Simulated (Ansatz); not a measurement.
**CAM-B3LYP/def2-SVPD (core potential) run of SnH3OF (SMILES [OH][SnH2][F])**

What is the energy change on altering one bond length of SnH3OF at CAM-B3LYP/def2-SVPD (core potential)? 

The calculation is run with Ansatz 0.2.0.

73 further runs of the same task are left out: 73 set aside as unsound or not needed.

## Step 1: The molecule

The species is SnH3OF (6 atoms), meant as a singlet with charge 0. SMILES: `[OH][SnH2][F]`. The shape is that of a PBE0-D4/def2-TZVP optimisation. This is one conformer, not always the lowest.

Bond lengths: O1–Sn2 1.948 Å, Sn2–F3 1.922 Å, O1–H4 0.960 Å, Sn2–H5 1.701 Å, Sn2–H6 1.692 Å. Angles: O1–Sn2–F3 105.3°, O1–Sn2–H5 111.8°, O1–Sn2–H6 106.0°, F3–Sn2–H5 104.3°, F3–Sn2–H6 107.5°, Sn2–O1–H4 114.0°, H5–Sn2–H6 120.8°.

## Step 2: The energy at CAM-B3LYP/def2-SVPD (core potential)

Input file job.yaml:

```yaml
crystal:
  periodic: [false, false, false]
  atoms:
    - {symbol: O, position_ang: [-1.414400, -0.333000, -0.425000]}
    - {symbol: Sn, position_ang: [0.302300, 0.255900, 0.283700]}
    - {symbol: F, position_ang: [1.409100, -1.315100, 0.302100]}
    - {symbol: H, position_ang: [-1.368600, -0.685700, -1.316700]}
    - {symbol: H, position_ang: [1.096100, 1.317100, -0.782100]}
    - {symbol: H, position_ang: [0.017500, 0.696700, 1.891900]}
basis:
  gaussian:
    orbitals: def2-SVPD
hamiltonian:
  xc: {name: CAM-B3LYP}
accuracy: high
output: {orbitals: {seedname: orbitals}}
```

Run with:

```sh
ansatz run job.yaml --threads 1 --pin off --max-ram 3480MiB --events-out events.jsonl --progress --plain --runs-dir runs
```

Log:

```text
Warning: RAYON_NUM_THREADS=1 ignored (pool sized by the plan → 1); use --threads N
Functional definition: CAM-B3LYP
  name "CAM-B3LYP"
  parameter alpha = 0.19
  parameter beta = 0.46
  parameter omega = 0.33/bohr
  parameter ac = 0.81
  exchange = (1 - alpha - beta)*b88_x + beta*b88_x_sr(omega) + alpha*exact_x + beta*exact_x_lr(omega)
  correlation = (1 - ac)*vwn5_c + ac*lyp_c
2210 factors; integrals over basis functions are off by at most 2.9e-9 eV
551 factors; integrals over basis functions are off by at most 2.1e-9 eV
mean field evaluation 1: about -10632.8258 eV, gradient 6.3e1 eV
mean field evaluation 2: about -10621.1487 eV, gradient 1.0e2 eV
mean field evaluation 4: about -10639.7407 eV, gradient 4.2e0 eV
mean field evaluation 8: about -10639.8197 eV, gradient 1.2e-1 eV
mean field evaluation 16: about -10639.8198 eV, gradient 9.0e-6 eV
mean field -10639.81978428 eV, -391.0061651433 hartree, gradient 9.6e-8 eV, S^2 0.000000; 0 other end points of the search recorded, 0 dependent functions left out
reference -10639.81980349 eV, -391.0061658495 hartree; 21, 21 occupied and 81, 81 virtual orbitals, 2210 factors
Total energy: -10639.81980349 eV, -391.0061658495 hartree
```

It took 10 s on 1 thread of Arm Neoverse V1, shared host; peak memory 0.41 GiB.

## Step 3: The distorted shape at the same level

Input file input.yaml:

```yaml
crystal:
  periodic: [false, false, false]
  atoms:
    - {symbol: O, position_ang: [-1.186559, -0.685642, -1.711567]}
    - {symbol: Sn, position_ang: [0.530141, -0.096742, -1.002867]}
    - {symbol: F, position_ang: [1.636941, -1.667742, -0.984467]}
    - {symbol: H, position_ang: [-1.140759, -1.038342, -2.603267]}
    - {symbol: H, position_ang: [1.323941, 0.964458, -2.068667]}
    - {symbol: H, position_ang: [0.017500, 0.696700, 1.891900]}
basis:
  gaussian:
    orbitals: def2-SVPD
magnetization:
  spin_polarized: false
  initial_magnetization: 0
hamiltonian:
  xc: {name: CAM-B3LYP}
accuracy: high
output: {orbitals: {seedname: orbitals}}
```

Run with:

```sh
ansatz run input.yaml --threads 1 --pin off --max-ram 3480MiB --events-out events.jsonl --progress --plain --runs-dir runs
```

Log:

```text
Warning: RAYON_NUM_THREADS=1 ignored (pool sized by the plan → 1); use --threads N
Functional definition: CAM-B3LYP
  name "CAM-B3LYP"
  parameter alpha = 0.19
  parameter beta = 0.46
  parameter omega = 0.33/bohr
  parameter ac = 0.81
  exchange = (1 - alpha - beta)*b88_x + beta*b88_x_sr(omega) + alpha*exact_x + beta*exact_x_lr(omega)
  correlation = (1 - ac)*vwn5_c + ac*lyp_c
2208 factors; integrals over basis functions are off by at most 3.3e-9 eV
569 factors; integrals over basis functions are off by at most 2.3e-9 eV
mean field evaluation 1: about -10629.1294 eV, gradient 6.4e1 eV
mean field evaluation 2: about -10615.3418 eV, gradient 1.1e2 eV
mean field evaluation 4: about -10636.3024 eV, gradient 3.4e0 eV
mean field evaluation 8: about -10636.3940 eV, gradient 2.8e-1 eV
mean field evaluation 16: about -10636.3942 eV, gradient 4.8e-5 eV
mean field -10636.39420085 eV, -390.8802772743 hartree, gradient 1.3e-8 eV, S^2 0.000000; 0 other end points of the search recorded, 0 dependent functions left out
reference -10636.39422169 eV, -390.8802780403 hartree; 21, 21 occupied and 81, 81 virtual orbitals, 2208 factors
Total energy: -10636.39422169 eV, -390.8802780403 hartree
```

Wall time 11 s (1 thread of Arm Neoverse V1, shared host); peak memory 0.41 GiB.

## Step 4: Outcome

Level: CAM-B3LYP/def2-SVPD (core potential).

```
                                                          quantity          value
                                         first shape: total energy  -391.00617 Eh
                                          first shape: HOMO energy      -10.55 eV
                                          first shape: LUMO energy        0.18 eV
                                        first shape: HOMO–LUMO gap       10.74 eV
                                     distorted shape: total energy  -390.88028 Eh
                                      distorted shape: HOMO energy       -8.75 eV
                                      distorted shape: LUMO energy       -3.33 eV
                                    distorted shape: HOMO–LUMO gap        5.42 eV
energy change with the Sn2–H6 bond stretched from 1.692 to 3.045 Å       3.426 eV
```

What this shows: With the Sn2–H6 bond stretched from 1.692 to 3.045 Å the energy rises by 3.43 eV (331 kJ/mol). The first shape isn't relaxed at this level, so the change isn't measured from a minimum. A restricted reference can't describe the breaking bond well at this length.
